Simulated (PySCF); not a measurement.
# WO2H2: relaxation and vibrations of the singlet

Aim: relax WO2H2 as a singlet from a square planar (ligand arrangement 2) start, check by its vibrations whether the end is a minimum, and collect its spectrum and constants.

Computed with PySCF 2.14.0. Level: PBE0, basis W def2-TZVP with ECP60, O def2-TZVP, H def2-TZVP, scalar-relativistic core potentials, no spin–orbit coupling, density fitting.

### 1 Starting geometry

5 atoms, charge 0, spin multiplicity 1.

Bond lengths: W1–O2 1.770 Å, W1–O3 1.770 Å, W1–H4 1.690 Å, W1–H5 1.690 Å. Angles: O2–W1–O3 180.0°, O2–W1–H4 90.0°, O2–W1–H5 90.0°, O3–W1–H4 90.0°, O3–W1–H5 90.0°, H4–W1–H5 180.0°.

```xyz
5
charge 0 multiplicity 1
W     0.0000    0.0000    0.0000
O     0.0000    1.7700    0.0000
O     0.0000   -1.7700    0.0000
H     1.6900    0.0000    0.0000
H    -1.6900    0.0000    0.0000
```

### 2 The SCF at the typed geometry

One driver script runs all steps and calls PySCF; scf.py shows how it sets up the SCF of each step. The optimiser is the driver's own. After this first run the driver tries any further starts and a stability analysis.

scf.py reads:

```python
from pyscf import gto, scf, dft
mol = gto.M(atom='''
W      0.000000     0.000000     0.000000
O      0.000000     1.770000     0.000000
O     -0.000000    -1.770000     0.000000
H      1.690000     0.000000     0.000000
H     -1.690000     0.000000     0.000000''',
    basis={'W': 'def2-TZVP', 'O': 'def2-TZVP', 'H': 'def2-TZVP'},
    ecp={'W': 'def2-TZVP'},
    charge=0, spin=0)
mf = dft.RKS(mol, xc='PBE0')
mf.grids.atom_grid = (50, 194)
aux = {'W': 'def2-universal-JKFIT', 'O': 'def2-universal-JKFIT', 'H': 'def2-universal-JKFIT'}
mf = mf.density_fit(auxbasis=aux)
mf.conv_tol = 1e-08
mf.diis_space = 10
mf.max_cycle = 60
mf.init_guess = 'minao'
mf.verbose = 4
mf.kernel()
```

Launch:

```sh
$ OMP_NUM_THREADS=4 python axn.py task.json out
```

The log of the run, cut to the lines that bear on the results:

```text
[... the frontier levels of the middle cycles are left out ...]
init E= -198.696900745116
  HOMO = -0.401555118144159  LUMO = -0.313048425654144  gap/eV = 2.40839
cycle= 1 E= -217.638124061821  delta_E= -18.9  |g|= 1.92  |ddm|= 8.25
  HOMO = -0.219854427157994  LUMO = -0.0939585794256033  gap/eV = 3.42580
cycle= 2 E= -206.470583636133  delta_E= 11.2  |g|= 6.36  |ddm|= 5.16
  HOMO = -0.224991907789882  LUMO = -0.218386450146363  gap/eV = 0.17974
cycle= 3 E= -218.401920327456  delta_E= -11.9  |g|= 0.317  |ddm|= 4.66
cycle= 4 E= -218.201640621703  delta_E=  0.2  |g|= 0.833  |ddm|= 2.22
cycle= 5 E= -218.424285896045  delta_E= -0.223  |g|= 0.142  |ddm|= 2.23
cycle= 6 E= -218.428791066576  delta_E= -0.00451  |g|= 0.0916  |ddm|= 0.107
cycle= 7 E= -218.431101726645  delta_E= -0.00231  |g|= 0.0267  |ddm|= 0.087
cycle= 8 E= -218.431275740025  delta_E= -0.000174  |g|= 0.00652  |ddm|= 0.0238
cycle= 9 E= -218.431284615547  delta_E= -8.88e-06  |g|= 0.00023  |ddm|= 0.00367
cycle= 10 E= -218.431284640132  delta_E= -2.46e-08  |g|= 0.000237  |ddm|= 0.000662
cycle= 11 E= -218.431284654886  delta_E= -1.48e-08  |g|= 6.02e-05  |ddm|= 0.000287
cycle= 12 E= -218.431284655904  delta_E= -1.02e-09  |g|= 3.05e-06  |ddm|= 9.75e-05
  HOMO = -0.266315902580013  LUMO = -0.254487668561832  gap/eV = 0.32186
Extra cycle  E= -218.431284655896  delta_E= 8.47e-12  |g|= 7.86e-06  |ddm|= 7.79e-06
converged SCF energy = -218.431284655896
```

This step, with its further starts and checks, ran for 12 s (4 threads of Arm Neoverse N1, shared host).

Energies from each starting density:

```
                      start  energy (Eh)
    the minimal-basis guess  -218.431285
a thermally smeared density  -218.431285
      a smeared PBE density  -218.431285
```

The first run landed in a state that is too high. Following the other starts and the instabilities gains 54.9 kJ/mol (-218.45220 Eh), and the work goes on from there.

### 3 Relaxing the singlet from the square planar (ligand arrangement 2) start

The program finds D2h symmetry in the start, which this walk keeps. The walk stops when the largest gradient is under 0.0003 Eh/bohr and the energy has settled too.

Changes to scf.py since step 2:

```diff
@@ -5 +5 @@
-O     -0.000000    -1.770000     0.000000
+O      0.000000    -1.770000     0.000000
@@ -18 +17,0 @@
-mf.init_guess = 'minao'
```

Energy and gradient, step by step:

```
step  energy (Eh)  change (kJ/mol)  largest symmetric gradient (Eh/bohr)
   0  -218.452196             0.00                               0.04048
   1  -218.459392           -18.89                               0.01766
   2  -218.461400           -24.17                               0.00356
   3  -218.461511           -24.46                               0.00198
   4  -218.461518           -24.47                               0.00020
   5  -218.461518           -24.47                               0.00001
```

The walk took 14 s.

After 5 steps and 24.5 kJ/mol it ends at D2h: W–H 1.823 Å (×2), W–O 1.773 Å (×2); H–W–H 180.0°, H–W–O 90.0° (×4), O–W–O 180.0°. A gradient of 0.0373 Eh/bohr that breaks the symmetry is left: this electronic state wants a lower symmetry.

### 4 Releasing the symmetry

The geometry is nudged along the force that breaks the symmetry.

The program finds C2v symmetry in the start, which may break. Threshold on the gradient: 0.0003 Eh/bohr, with a further test on the energy change.

Changes to scf.py since step 3:

```diff
@@ -3,5 +3,5 @@
-W      0.000000     0.000000     0.000000
-O      0.000000     1.770000     0.000000
-O      0.000000    -1.770000     0.000000
-H      1.690000     0.000000     0.000000
-H     -1.690000     0.000000     0.000000''',
+W     -0.010475     0.000000    -0.000000
+O      0.054594     1.772627     0.000000
+O      0.054589    -1.772627     0.000000
+H      1.912031    -0.000002     0.000000
+H     -1.732981     0.000002    -0.000000''',
```

The optimiser's trace (not every step is listed):

```
step  energy (Eh)  change (kJ/mol)  largest gradient (Eh/bohr)
   0  -218.465825             0.00                     0.01598
   1  -218.467941            -5.56                     0.02397
   2  -218.471794           -15.67                     0.03074
   3  -218.477981           -31.92                     0.03590
   4  -218.486174           -53.43                     0.03579
   5  -218.495234           -77.21                     0.03314
   6  -218.523383          -151.12                     0.06387
   7  -218.531462          -172.33                     0.06663
   8  -218.543824          -204.79                     0.04682
   9  -218.560794          -249.34                     0.02579
  10  -218.569449          -272.07                     0.03136
  12  -218.571868          -278.42                     0.01571
  14  -218.579020          -297.19                     0.04763
  16  -218.602589          -359.07                     0.07226
  18  -218.628402          -426.85                     0.07647
  20  -218.644863          -470.06                     0.05935
  22  -218.656392          -500.33                     0.00995
  24  -218.657127          -502.26                     0.00574
  26  -218.657478          -503.19                     0.00307
  28  -218.657576          -503.44                     0.00292
  30  -218.657644          -503.62                     0.00179
  32  -218.657660          -503.66                     0.00035
  34  -218.657662          -503.67                     0.00107
  36  -218.657660          -503.66                     0.00471
  38  -218.657700          -503.77                     0.00248
  39  -218.657729          -503.85                     0.00235
  40  -218.657745          -503.89                     0.00124
  41  -218.657748          -503.89                     0.00030
  42  -218.657749          -503.90                     0.00034
  43  -218.657749          -503.90                     0.00008
```

The walk took 2 min.

Positions (Å) and forces (eV/Å) along the way:

```
step 0
W   -0.010   0.000   0.000  -0.822   0.000   0.000
O    0.055   1.773   0.000   0.448  -0.178   0.000
O    0.055  -1.773   0.000   0.448   0.178   0.000
H    1.912   0.000   0.000   0.062   0.000   0.000
H   -1.733   0.000   0.000  -0.136   0.000   0.000
step 1
W   -0.031   0.000   0.000  -1.232   0.015   0.000
O    0.085   1.766   0.000   0.631  -0.095   0.000
O    0.085  -1.766   0.000   0.633   0.079   0.000
H    1.896   0.000   0.000   0.067   0.000   0.000
H   -1.757   0.000   0.000  -0.098   0.001   0.000
step 22
W   -0.396   0.215   0.075  -0.064   0.422  -0.035
O    0.109   1.816   0.031  -0.112  -0.199   0.047
O    0.874  -1.121  -0.113   0.512  -0.013   0.206
H    1.812  -0.912   0.021  -0.234  -0.210  -0.184
H   -2.122   0.002  -0.013  -0.101   0.000  -0.034
step 43
W   -0.394   0.253   0.173   0.002   0.004   0.000
O    0.037   1.864   0.020  -0.002  -0.004  -0.003
O    0.894  -1.075   0.031  -0.002   0.001   0.001
H    1.839  -1.035  -0.127   0.001  -0.001   0.003
H   -2.098  -0.007  -0.097   0.001  -0.001  -0.002
```

End point (C1, 43 steps, 503.9 kJ/mol gained): O–H 0.960 Å, W–H 1.744 Å, W–O 1.675 Å, W–O 1.855 Å; H–O–W 131.8°, H–W–O 112.3°, H–W–O 124.0°, O–W–O 120.2°.

### 5 Is it a minimum? Harmonic modes

The point is checked on the finer grid, and tightened if its gradient asks for it. The Hessian and the dipole derivatives come from central differences of analytic gradients, with steps of 0.02 bohr.

Changes to scf.py since step 4:

```diff
@@ -3,5 +3,5 @@
-W     -0.010475     0.000000    -0.000000
-O      0.054594     1.772627     0.000000
-O      0.054589    -1.772627     0.000000
-H      1.912031    -0.000002     0.000000
-H     -1.732981     0.000002    -0.000000''',
+W     -0.128540    -0.013698     0.025920
+O      0.302401     1.597666    -0.129148
+O      1.158761    -1.341717    -0.119775
+H      2.105021    -1.300564    -0.274310
+H     -1.831728    -0.272624    -0.246019''',
@@ -12 +12 @@
-mf.grids.atom_grid = (50, 194)
+mf.grids.atom_grid = (75, 302)
@@ -15 +15 @@
-mf.conv_tol = 1e-08
+mf.conv_tol = 1e-10
```

The driver hands on the density of the step before, so the log starts near convergence.

SCF at the final geometry:

```text
init E= -218.657737132101
  HOMO = -0.218640052917401  LUMO = -0.114652974688106  gap/eV = 2.82963
cycle= 1 E= -218.657737132107  delta_E= -6.08e-12  |g|= 3.36e-06  |ddm|= 9.28e-06
  HOMO = -0.218640206866166  LUMO = -0.114653111316219  gap/eV = 2.82963
Extra cycle  E= -218.657737132099  delta_E= 7.79e-12  |g|= 8.45e-06  |ddm|= 8.2e-06
converged SCF energy = -218.657737132099
```

The whole step took 1.7 min.

Geometry: C1; O–H 0.960 Å, W–H 1.744 Å, W–O 1.675 Å, W–O 1.855 Å; H–O–W 131.8°, H–W–O 112.3°, H–W–O 124.0°, O–W–O 120.2°.

Modes, for the most abundant isotopes:

```
symmetry  ω (cm⁻¹)  IR (km/mol)  μ (u)
       a       157         16.4   1.40
       a       231         13.4   2.53
       a       391          117   1.25
       a       532          152   1.28
       a       646          2.0   1.28
       a       782         86.7   3.32
       a      1086          138  14.60
       a      1952          141   1.01
       a      3910          242   1.07
```

No imaginary mode, so this is a minimum.

Constants and moments:

```yaml
Dipole_moment: 2.40 D
Highest_occupied_level: -5.95 eV
Lowest_empty_level: -3.12 eV
Rotational_constants: 0.634, 0.2115, 0.1594 cm⁻¹
Zero-point_energy: 57.9 kJ/mol
Principal_polarisabilities: 47.0, 51.0, 59.0 bohr³
Atomisation_energy_without_zero-point_energy: 1860 kJ/mol
Principal_traceless_quadrupole_moments_about_the_centre_of_mass: -6.36, -3.33, 9.69 D Å
Entropy_at_298.15_K_and_1_bar: 303.8 J/(mol K)
Heat_capacity_Cp_at_298.15_K: 67.9 J/(mol K)
Enthalpy_at_298.15_K_above_0_K: 14.93 kJ/mol
Rotational_symmetry_number: 1
```

Populations by atom (charges in e):

```csv
atom,Mulliken,Löwdin,polar tensor,Mayer order to W1
W1,0.84,0.52,1.25,–
O2,-0.45,-0.26,-0.66,2.25
O3,-0.63,-0.29,-0.76,1.17
H4,0.36,0.18,0.36,0.02
H5,-0.13,-0.15,-0.20,0.96
```

Outer orbital energies (eV). occupied: -15.81, -12.06, -11.42, -11.30, -10.85, -10.68, -9.36, -5.95; empty: -3.12, -1.52, -0.86, -0.34.

Mulliken populations on W1 (outside its core potential): s 3.03, p 6.34, d 3.70, f 0.10.

### 6 Would spin polarisation lower it?

At the lowest minimum the closed shell is tested against spin polarisation, on the (50, 194) grid. It is unstable: an open-shell solution lies lower. That solution was not followed to a minimum here.

### 7 Summary of results

| quantity | value |
| --- | --- |
| minimum | singlet, C1 (closed shell, unstable towards spin polarisation) |
| geometry | O–H 0.960 Å, W–H 1.744 Å, W–O 1.675 Å, W–O 1.855 Å; H–O–W 131.8°, H–W–O 112.3°, H–W–O 124.0°, O–W–O 120.2° |
| wavenumbers (cm⁻¹) | 157 (a), 231 (a), 391 (a), 532 (a), 646 (a), 782 (a), 1086 (a), 1952 (a), 3910 (a) |
| dipole moment | 2.40 D |
| highest occupied, lowest empty level | -5.95, -3.12 eV |
| polar-tensor charge of W1 | +1.25 e |
| zero-point energy | 57.9 kJ/mol |

In words: The square planar (ligand arrangement 2) start ends in a minimum without symmetry. The strongest infrared band lies at 3910 cm⁻¹ (a). The first SCF alone would have been 55 kJ/mol too high. Other starts or spin states, not run here, may lie lower. Spin polarisation would lower this closed shell, so its numbers describe a constrained state. Spin–orbit coupling, left out here, can matter for elements this heavy.

The search up to here ran for 4.2 min (4 threads of Arm Neoverse N1, shared host).
